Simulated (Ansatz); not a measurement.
ClH₄N₂Si, SMILES [NH][SiH](N)Cl, vertical spin-state energies

Computed with Ansatz 0.2.0 through its Python package.

Run as a notebook:

**Cell 1**
```python
import ansatz
from ase import Atoms
```

**Cell 2**
```python
atoms = Atoms(['N', 'Si', 'N', 'Cl', 'H', 'H', 'H', 'H'], positions=[
    (0.3703, 0.974, -0.8327),
    (-0.5645, -0.233, -0.0216),
    (0.8327, -0.8871, 0.5975),
    (-1.6738, 0.502, 1.4522),
    (-0.3649, 1.6144, -1.3241),
    (-1.2364, -1.1429, -0.9475),
    (1.502, -0.7607, -0.1936),
    (1.2268, -0.1237, 1.214),
])
system = ansatz.Crystal.molecule_from_ase(atoms)
```

**Cell 3**
```python
calc = (
    system.calculation()
    .basis(gaussian='def2-TZVPP')
    .functional('R2SCAN0')
)
found = {}
for unpaired in [1, 3]:
    r = calc.spin('collinear', total=unpaired).run().report
    s = unpaired / 2
    found[unpaired] = r['free_energy_ev']
    print(f'2S+1 = {unpaired + 1}: E = {found[unpaired]:.5f} eV, <S^2> = {abs(r["mean_field"]["state"]["spin_squared"]):.3f} (pure state {s * (s + 1):.2f})')
lowest = min(found, key=found.get)
for unpaired, e in found.items():
    print(f'multiplicity {unpaired + 1}: {23.060548 * (e - found[lowest]):.1f} kcal/mol above the lowest')
```
Output:
```text
2S+1 = 2: E = -23443.66250 eV, <S^2> = 0.755 (pure state 0.75)
2S+1 = 4: E = -23437.24864 eV, <S^2> = 3.763 (pure state 3.75)
multiplicity 2: 0.0 kcal/mol above the lowest
multiplicity 4: 147.9 kcal/mol above the lowest
```

In order: multiplicity 2 (+0.00 eV) and multiplicity 4 (+6.41 eV), all at the one geometry.

Reading the output:
- Total energies depend on the basis set; only differences at equal settings carry meaning.
- The geometry is a force-field or estimated start, not a minimum of this method, and the basis set is short of its limit. All parts are taken at fixed geometry, without zero-point energy.
- The species is open-shell (spin multiplicity 2).
- Timing: 82 s on 1 thread of Arm Neoverse V1, with other jobs on the host, peak memory 0.67 GiB.

(Lines on the test bed's own set-up are left out of the output.)
